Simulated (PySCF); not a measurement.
**A diatomic session: TlS−**

What are the lowest state that PBE0 finds, the bond length, vibrational wavenumber and bond energy of TlS−, and how much do these hang on the method?

The runs use PySCF 2.14.0; Tl def2-SVPD with ECP60, S def2-SVPD, scalar-relativistic core potentials.

1 further run of the same task is left out (set aside as unsound or not needed).

**1. Set-up**

The job is set up so:

| Property | Result |
| --- | --- |
| atoms | Tl, S |
| charge | -1 |
| basis | Tl def2-SVPD with ECP60, S def2-SVPD |
| Hamiltonian | scalar-relativistic core potentials |
| basis functions | 59 |
| electrons treated | 38 |
| masses in u | 204.9744, 31.9721 |
| levels | PBE0, PBE, r²SCAN, TPSSh, MN15, BHandHLYP, CAM-B3LYP, HF, MP2, SCS-MP2, CCSD, CCSD(T) |
| grid | 80 radial by 434 angular points |
| occupations | held fixed by the projection of orbital angular momentum |
| dissociation limit | Tl + S−, each in its ground configuration |
| starting distance in angstrom | 2.515 |
| values of 2S to try | 0, 2 |

Started as:

```sh
$ OMP_NUM_THREADS=1 python dia.py task.json out
```

The runs that follow: First curve: PBE0; PBE (GGA); r²SCAN (meta-GGA); TPSSh (hybrid meta-GGA); MN15 (hybrid meta-GGA); BHandHLYP (global hybrid GGA); CAM-B3LYP (range-separated hybrid); RHF; Correlated methods on the Hartree–Fock reference.

What does the calculation give? Wanted: for each run, Re; ωe; De; μ.

As calculated:

Lowest PBE0 solution found, without spin–orbit coupling: ¹Σ⁺ (singlet), closed shell.

| level | Re (Å) | ωe (cm⁻¹) | De (eV) | μ (D) |
| --- | --- | --- | --- | --- |
| RHF | 2.423 | 356 | 1.89 | -7.84 |
| RHF-MP2 | 2.445 | 338 | 3.41 | n/a |
| RHF-SCS-MP2 | 2.452 | 335 | 3.20 | n/a |
| RHF-CCSD | 2.446 | 339 | 2.99 | n/a |
| RHF-CCSD(T) | 2.463 | 327 | 3.20 | n/a |
| PBE | 2.460 | 324 | 3.49 | -7.06 |
| r²SCAN | 2.437 | 340 | 3.39 | -7.08 |
| TPSSh | 2.443 | 335 | 3.34 | -7.27 |
| PBE0 | 2.427 | 344 | 3.29 | -7.23 |
| MN15 | 2.410 | 349 | 3.37 | -7.02 |
| BHandHLYP | 2.425 | 350 | 2.92 | -7.53 |
| CAM-B3LYP | 2.419 | 351 | 3.07 | -7.40 |

De is counted to Tl + S− in their ground configurations. A positive dipole points from Tl to S; in an ion it is taken about the centre of mass and does not tell which atom is negative.

**Reading.** Bond lengths run from 2.410 Å (MN15) to 2.463 Å (RHF-CCSD(T)). Among the levels with a De in the table, it runs from 1.89 eV (RHF) to 3.49 eV (PBE).

Correlated steps freeze 9 core orbitals. Spin–orbit coupling is left out, which matters for elements this heavy, above all for dissociation energies. T1 is 0.023 near the minimum (highest on the curve 0.034), which may point to more than one leading configuration.
